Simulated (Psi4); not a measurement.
# CH4F2Si (SMILES C[SiH](F)F): PBE0/cc-pVDZ

What is the energy change on altering one bond length of CH4F2Si at PBE0/cc-pVDZ? 

The calculation is run with Psi4 1.11.

1 further run of the same task is left out (set aside as unsound or not needed).

## 1. Starting point

CH4F2Si has 8 atoms, charge 0, and is taken as a singlet. SMILES: `C[SiH](F)F`. The coordinates come from a PBE0-D4/def2-TZVP relaxation.

Bond lengths: C1–Si2 1.840 Å, Si2–F3 1.591 Å, Si2–F4 1.591 Å, C1–H5 1.092 Å, C1–H6 1.093 Å, C1–H7 1.093 Å, Si2–H8 1.477 Å. Some angles: C1–Si2–F3 109.8°, C1–Si2–F4 109.8°, F3–Si2–F4 106.8°, C1–Si2–H8 114.8°, F3–Si2–H8 107.6°, F4–Si2–H8 107.6°, Si2–C1–H5 110.7°, Si2–C1–H6 110.6°, Si2–C1–H7 110.6°, H5–C1–H6 108.3°.

## 2. Energy and forces at PBE0/cc-pVDZ

The input, job.in:

```
memory 2.2 GB

molecule system {
  0 1
  C     -0.387100     0.881700    -0.174700
  Si     0.329300    -0.775200     0.180600
  F      1.916300    -0.678300     0.226700
  F     -0.035400    -1.783900    -0.994000
  H     -0.013400     1.269000    -1.125400
  H     -0.122700     1.591000     0.613300
  H     -1.476800     0.824400    -0.231400
  H     -0.118100    -1.385700     1.449000
  symmetry c1
}

set {
  basis cc-pVDZ
  puream true
  e_convergence 1e-09
  d_convergence 1e-08
  scf_type pk
  dft_radial_points 99
  dft_spherical_points 590
}

E, wfn = gradient("pbe0", return_wfn=True)
oeprop(wfn, "LOWDIN_CHARGES", "QUADRUPOLE", "WIBERG_LOWDIN_INDICES")
print_variables()
```

Launch:

```bash
$ psi4 -i job.in -o job.out -n 1
```

job.out, shortened:

```text
[...]
  Running in c1 symmetry.
[...]
  Nuclear repulsion =  183.047944540804366
[...]
  Multiplicity = 1
[...]
  Nalpha       = 21
  Nbeta        = 21
[...]
    Number of basis functions: 80
[...]
   @RKS iter   1:  -529.23532853056281   -3.59278e-01   8.82406e-03 ADIIS/DIIS
[...]
   @RKS iter  10:  -529.45392427051354   -2.61480e-12   6.25953e-09 DIIS
[...]
    Orbital Energies [Eh]
    ---------------------
    Doubly Occupied:
       1A    -66.340597     2A    -24.774070     3A    -24.774063
       4A    -10.236438     5A     -5.404672     6A     -3.741566
       7A     -3.739016     8A     -3.735646     9A     -1.232865
      10A     -1.213358    11A     -0.743863    12A     -0.577716
      13A     -0.503104    14A     -0.488751    15A     -0.474418
      16A     -0.446830    17A     -0.432346    18A     -0.431907
      19A     -0.417566    20A     -0.404720    21A     -0.339911
[...]
  @RKS Final Energy:  -529.45392427051354
   => Energetics <=
    Nuclear Repulsion Energy =            183.0479445408043659
    One-Electron Energy =               -1097.9793414075675173
    Two-Electron Energy =                 422.2288706189067398
    DFT Exchange-Correlation Energy =     -36.7513980226571348
    Empirical Dispersion Energy =           0.0000000000000000
    VV10 Nonlocal Energy =                  0.0000000000000000
    Total Energy =                       -529.4539242705135393
[...]
  -Total Gradient:
     Atom            X                  Y                   Z
    ------   -----------------  -----------------  -----------------
       1       -0.000049589560     0.000003443669     0.000077171059
       2        0.024385624190    -0.018012745481    -0.022645257308
       3       -0.036165366344    -0.002246558673    -0.001078325420
       4        0.008354398422     0.022962569172     0.026747995762
       5       -0.002063767314    -0.001847356254     0.004972640981
       6       -0.001426997083    -0.003471627774    -0.004157440546
       7        0.005581535463     0.000496350175     0.000208137815
       8        0.001374732412     0.002060769689    -0.004059916695
[...]
 Multipole Moments:
 ------------------------------------------------------------------------------------
     Multipole            Electronic (a.u.)      Nuclear  (a.u.)        Total (a.u.)
 ------------------------------------------------------------------------------------
 L = 1.  Multiply by 2.5417464519 to convert [e a0] to [Debye]
 Dipole X            :          3.7484628           -4.2762117           -0.5277489
 Dipole Y            :         -5.1040536            5.7380870            0.6340334
 Dipole Z            :         -1.3704144            1.6399405            0.2695261
 Magnitude           :                                                    0.8678488
 L = 2.  Multiply by 1.3450342976 to convert [e a0^2] to [Debye ang]
 Quadrupole XX       :       -132.0797205          109.0298388          -23.0498817
 Quadrupole XY       :         26.2884324          -27.1309659           -0.8425335
[...]
```

Wall time 20 s (1 thread of Intel Xeon 6975P-C (Granite Rapids), shared host); peak memory 1.2 GiB.

## 3. The distorted shape: a single-point energy at PBE0/cc-pVDZ

The input, job.json:

```json
{
  "schema_name": "qcschema_input",
  "schema_version": 1,
  "molecule": {
    "schema_name": "qcschema_molecule",
    "schema_version": 2,
    "symbols": ["C", "Si", "F", "F", "H", "H", "H", "H"],
    "geometry": [-1.13764347, 2.6054769, -0.53155728, 0.62228681, -1.46491569, 0.34128454, 3.62128217, -1.28180123, 0.42840091, -0.0668963, -3.37108243, -1.87838777, -0.43145282, 3.33736783, -2.32811991, -0.63799989, 3.94585964, 0.9575469, -3.19687803, 2.49719559, -0.63870475, -0.22317666, -2.61859349, 2.73821315],
    "molecular_charge": 0,
    "molecular_multiplicity": 1,
    "fix_symmetry": "c1",
    "fix_com": true,
    "fix_orientation": true
  },
  "driver": "energy",
  "model": {
    "method": "pbe0",
    "basis": "cc-pVDZ"
  },
  "keywords": {
    "puream": true,
    "e_convergence": 1e-09,
    "d_convergence": 1e-08,
    "scf_type": "pk",
    "dft_radial_points": 99,
    "dft_spherical_points": 590,
    "scf_properties": ["MAYER_INDICES", "DIPOLE", "MULLIKEN_CHARGES"]
  }
}
```

Launch:

```bash
$ psi4 --qcschema job.json -n 1 --memory 2200MB
```

stdout, shortened:

```text
[...]
  Running in c1 symmetry.
[...]
  Nuclear repulsion =  171.564865420333319
[...]
  Multiplicity = 1
[...]
  Nalpha       = 21
  Nbeta        = 21
[...]
    Number of basis functions: 80
[...]
   @RKS iter   1:  -529.16369573043664   -6.04747e-01   8.82838e-03 ADIIS/DIIS
[...]
   @RKS iter  10:  -529.40130828131987   -1.15961e-11   8.28716e-09 DIIS
[...]
  @RKS Final Energy:  -529.40130828131987
   => Energetics <=
    Nuclear Repulsion Energy =            171.5648654203333194
    One-Electron Energy =               -1074.6668725687970891
    Two-Electron Energy =                 410.3528543043319701
    DFT Exchange-Correlation Energy =     -36.6521554371880001
    Empirical Dispersion Energy =           0.0000000000000000
    VV10 Nonlocal Energy =                  0.0000000000000000
    Total Energy =                       -529.4013082813198707
[...]
 Multipole Moments:
 ------------------------------------------------------------------------------------
     Multipole            Electronic (a.u.)      Nuclear  (a.u.)        Total (a.u.)
 ------------------------------------------------------------------------------------
 L = 1.  Multiply by 2.5417464519 to convert [e a0] to [Debye]
 Dipole X            :        -29.7986224           29.3861199           -0.4125024
 Dipole Y            :         39.9337134          -39.5900816            0.3436317
 Dipole Z            :         11.0806186          -10.7323065            0.3483122
 Magnitude           :                                                    0.6399706
[...]
  Mulliken Charges: (a.u.)
   Center  Symbol    Alpha    Beta     Spin     Total
       1     C     3.18710  3.18710  0.00000 -0.37419
       2    SI     6.59031  6.59031  0.00000  0.81938
       3     F     4.64988  4.64988  0.00000 -0.29976
       4     F     4.64988  4.64988  0.00000 -0.29977
       5     H     0.46077  0.46077  0.00000  0.07846
       6     H     0.46298  0.46298  0.00000  0.07403
       7     H     0.46299  0.46299  0.00000  0.07402
       8     H     0.53609  0.53609  0.00000 -0.07217
   Total alpha = 21.00000, Total beta = 21.00000, Total charge =  0.00000
[...]
```

The result, in JSON:

```text
{
 "driver": "energy",
 "model": {
  "method": "pbe0",
  "basis": "cc-pVDZ"
 },
 "success": true,
 "return_result": -529.4013082813199,
 "properties": {
  "calcinfo_nbasis": 80,
  "calcinfo_nmo": 80,
  "calcinfo_nalpha": 21,
  "calcinfo_nbeta": 21,
  "calcinfo_natom": 8,
  "nuclear_repulsion_energy": 171.56486542033332,
  "return_energy": -529.4013082813199,
  "scf_one_electron_energy": -1074.666872568797,
  "scf_two_electron_energy": 410.35285430433197,
  "scf_xc_energy": -36.652155437188,
  "scf_dipole_moment": [-0.41250242249201463, 0.3436317203228185, 0.3483121653935122],
  "scf_total_energy": -529.4013082813199,
  "scf_iterations": 10
 }
}
```

It took 11 s on 1 thread of Intel Xeon 6975P-C (Granite Rapids), shared host; peak memory 1.2 GiB.

## 4. What came out

Level: PBE0/cc-pVDZ.

| quantity | value |
| --- | --- |
| first shape: total energy | -529.45392 Eh |
| first shape: dipole moment | 2.21 D |
| first shape: HOMO energy | -9.25 eV |
| first shape: LUMO energy | 1.60 eV |
| first shape: HOMO–LUMO gap | 10.84 eV |
| first shape: largest force on an atom | 1.946 eV/Å |
| distorted shape: total energy | -529.40131 Eh |
| distorted shape: dipole moment | 1.63 D |
| distorted shape: HOMO energy | -8.21 eV |
| distorted shape: LUMO energy | 0.05 eV |
| distorted shape: HOMO–LUMO gap | 8.26 eV |
| energy change with the C1–Si2 bond stretched from 1.840 to 2.392 Å | 1.432 eV |

In words: With the C1–Si2 bond stretched from 1.840 to 2.392 Å the energy rises by 1.43 eV (33 kcal/mol). The first shape isn't relaxed at this level, so the change isn't measured from a minimum. The largest force (first shape) is 1.95 eV/Å: the shape isn't a stationary point for this species at this level. Mulliken charges (distorted shape) run from -0.37 on C1 to +0.82 on Si2; they depend strongly on the basis.
